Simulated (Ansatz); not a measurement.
# CH₇FOSi₂: a ladder of functionals and wavefunction methods

An exercise on one series of results from a longer session: the logs are not shown, and one member is left open.

Method: functionals in def2-TZVPP, the program's frozen cores in correlated methods; program: Ansatz 0.2.0, Gaussian basis.

Levels to be run: LDA (SPW92), PBE-D4, revPBE-D4, BLYP-D4, r2SCAN-D4, B97M-V, PBE0-D4, B3LYP-D4, r2SCANh-D4, r2SCAN0-D4, HSE06-D4, BHLYP-D4, CAM-B3LYP-D4, LC-ωPBE, ωB97X-V, ωB97M-V, B2PLYP, PBE-QIDH; CCSD(T)/def2-SVP; CCSD(T)/def2-TZVPP; MP2/def2-QZVPP; extrapolation to the limit; RPA on PBE.

### The relaxed structure

All runs share one geometry, relaxed beforehand with PBE0-D4 in a triple-zeta def2 set.

SMILES `CO[SiH](F)[SiH3]`, 12 atoms, charge 0, spin multiplicity 1.

Atoms are counted from 1 here; the program's logs count them from 0.

Bond lengths: C1–O2 1.413 Å, C1–H6 1.096 Å, C1–H7 1.091 Å, C1–H8 1.093 Å, O2–Si3 1.629 Å, Si3–F4 1.605 Å, Si3–Si5 2.338 Å, Si3–H9 1.490 Å, Si5–H10 1.487 Å, Si5–H11 1.487 Å, Si5–H12 1.486 Å. Angles: O2–C1–H6 111.5°, O2–C1–H7 108.3°, O2–C1–H8 110.6°, H6–C1–H7 108.7°, H6–C1–H8 108.8°, H7–C1–H8 108.9°, C1–O2–Si3 125.1°, O2–Si3–F4 110.5°, O2–Si3–Si5 106.9°, O2–Si3–H9 109.5°, F4–Si3–Si5 109.4°, F4–Si3–H9 105.0°, Si5–Si3–H9 115.6°, Si3–Si5–H10 109.4°, Si3–Si5–H11 109.9°, Si3–Si5–H12 110.3°, H10–Si5–H11 108.7°, H10–Si5–H12 109.4° and more.

The first run:

in.yaml reads:

```yaml
crystal:
  periodic: [false, false, false]
  atoms:
    - {symbol: C, position_ang: [-1.618480, 0.307735, 1.583000]}
    - {symbol: O, position_ang: [-0.906509, 0.257598, 0.363549]}
    - {symbol: Si, position_ang: [0.550366, -0.440876, 0.158446]}
    - {symbol: F, position_ang: [0.428320, -2.036786, 0.271978]}
    - {symbol: Si, position_ang: [1.281286, 0.132759, -1.986860]}
    - {symbol: H, position_ang: [-0.946705, 0.465215, 2.434576]}
    - {symbol: H, position_ang: [-2.322648, 1.139596, 1.534980]}
    - {symbol: H, position_ang: [-2.176518, -0.619314, 1.740718]}
    - {symbol: H, position_ang: [1.454257, -0.043898, 1.273934]}
    - {symbol: H, position_ang: [1.467757, 1.606073, -2.066967]}
    - {symbol: H, position_ang: [2.582421, -0.529378, -2.271090]}
    - {symbol: H, position_ang: [0.283353, -0.293724, -3.002364]}
basis:
  gaussian: {orbitals: def2-TZVPP}
hamiltonian: {xc: lda}
output: {orbitals: {seedname: orbitals}}
```

On the command line:

```sh
$ ansatz run in.yaml --threads 4 --pin off --events-out ev --progress --plain --max-ram 10444MiB
```

Steps of the session up to this table: LDA; PBE-D4 (GGA); revPBE-D4 (GGA); BLYP-D4 (GGA); r2SCAN-D4 (meta-GGA); B97M-V (meta-GGA); PBE0-D4 (hybrid); B3LYP-D4 (hybrid); r2SCANh-D4 (hybrid); r2SCAN0-D4 (hybrid); HSE06-D4 (hybrid); BHLYP-D4 (hybrid); CAM-B3LYP-D4 (range-separated); LC-ωPBE (range-separated); ωB97X-V (range-separated); ωB97M-V (range-separated); B2PLYP (double hybrid); PBE-QIDH (double hybrid).

One of the session's tables, all rows but one given; the rest of the session is left out.

It belongs to the step «Orbital energies across the functionals». 

```
  functional  HOMO (eV)  gap (eV)
 LDA (SPW92)      -7.06      5.90
      PBE-D4      -6.98      6.03
   revPBE-D4          ?         ?
     BLYP-D4      -6.88      6.10
   r2SCAN-D4      -7.28      6.61
      B97M-V      -7.40      6.47
     PBE0-D4      -8.24      8.14
    B3LYP-D4      -8.04      7.77
  r2SCANh-D4      -7.74      7.37
  r2SCAN0-D4      -8.42      8.49
    HSE06-D4      -7.84      7.36
    BHLYP-D4      -9.39     10.22
CAM-B3LYP-D4      -9.56     10.53
     LC-ωPBE     -10.86     12.95
     ωB97X-V     -10.55     12.51
     ωB97M-V     -10.32     11.98
```

Estimate the missing values for revPBE-D4.

As computed: HOMO (eV): -6.94; gap (eV): 6.09. In the column «HOMO (eV)» it lies between PBE-D4 (-6.98) and BLYP-D4 (-6.88).
